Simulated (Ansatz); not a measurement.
# H2SiTi: the cost of one run

The runs use Ansatz 0.2.0, Gaussian basis; def2-SVP, all electrons in the functionals, frozen cores in the correlation of double hybrids and RPA.

Plan: wB97M-V, B2PLYP, RPA-PBE, at charge 0, quintet; charge 0, triplet; charge 0, septet; charge 1, quartet; charge 1, sextet; displaced geometry v1; displaced geometry v2.

17 further runs of the same task are left out: 3 that didn't finish, 14 set aside as unsound or not needed.

## 1. What is computed

The geometry is a PBE0/def2-TZVP stationary point (not a proven minimum).

4 atoms, charge 0, spin multiplicity 5.

Atoms are counted from 1 here; the program's logs count them from 0.

Bond lengths: Ti1–Si2 2.493 Å, Ti1–H3 1.742 Å, Ti1–H4 1.742 Å. Angles: Si2–Ti1–H3 118.7°, Si2–Ti1–H4 118.7°, H3–Ti1–H4 122.5°.

No dispersion term is added; wB97M-V holds VV10 nonlocal correlation.

The geometry shown and the zero of energy belong to the point charge 0, quintet. The yardstick, UCCSD(T), and other wave-function levels (R restricted, U unrestricted, valence and pair active spaces) come from earlier runs.

## 2. wB97M-V, charge 0, quintet

in.yaml

```yaml
crystal:
  periodic: [false, false, false]
  atoms:
    - {symbol: Ti, position_ang: [0.000000, 0.000000, 0.876466]}
    - {symbol: Si, position_ang: [0.000000, 0.000000, -1.616810]}
    - {symbol: H, position_ang: [0.000000, 1.527869, 1.713949]}
    - {symbol: H, position_ang: [0.000000, -1.527869, 1.713949]}
basis:
  gaussian: {orbitals: def2-SVP}
magnetization: {spin_polarized: true, initial_magnetization: 4}
hamiltonian: {xc: {name: wB97M-V}}
output: {orbitals: {seedname: orbitals}}
```

The run is started by

```bash
$ ansatz run in.yaml --threads 1 --pin off --events-out ev --progress --plain --max-ram 2393MiB
```

What time and memory should one allow on 1 thread of Arm Neoverse V1, shared host?

About 36 s, with a peak of 0.31 GiB.
